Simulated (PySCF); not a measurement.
# C3H7BO2: the cost of one run

Computed with PySCF 2.14.0, with density-fitted response routines of our own, on a single molecule in the gas phase. Atoms count from 0, in the outputs and in this text.

## 1. Starting geometry

13 atoms, charge 0, multiplicity 1; geometry from: GFN2-xTB. The atoms were then displaced at random by about 0.01 Å, so the start is not that level's minimum.

Bonds of the start (Å): C0–B1 1.60, B1–O2 1.38, O2–C3 1.36, C3–C4 1.54, C4–O5 1.42, O5–B1 1.37, C0–H6 1.09, C0–H7 1.06, C0–H8 1.09, C3–H9 1.12, C3–H10 1.10, C4–H11 1.09, C4–H12 1.10.

## 2. Geometry optimisation at PBE0-D3(BJ)/def2-SVP

Job settings and geometry (Å):

```
{"job": {"xc": "PBE0", "basis": "def2-SVP", "d3": "d3bj", "grid": 1, "shake": 0.01, "kind": "geom"}, "charge": 0, "multiplicity": 1}
C      2.232520     0.127740     0.382720
B      0.653220     0.034640     0.117520
O      0.073370    -0.847270    -0.765390
C     -1.273930    -0.667310    -0.758550
C     -1.564030     0.459640     0.254660
O     -0.282570     0.823540     0.735860
H      2.430850     0.498330     1.385480
H      2.724930    -0.793700     0.221330
H      2.659450     0.871010    -0.289540
H     -1.785420    -1.612230    -0.449680
H     -1.642130    -0.406000    -1.756310
H     -2.017900     1.345130    -0.189500
H     -2.202550     0.149580     1.101070
```

The run is started by

```console
> OMP_NUM_THREADS=1 python probes_run.py task.json out
```

This one command runs all jobs of the session in turn.

Q: Estimate the wall time and peak memory of this first job on 1 thread of Arm Neoverse N1, shared host.

About 43 s, with a peak of 0.51 GiB.
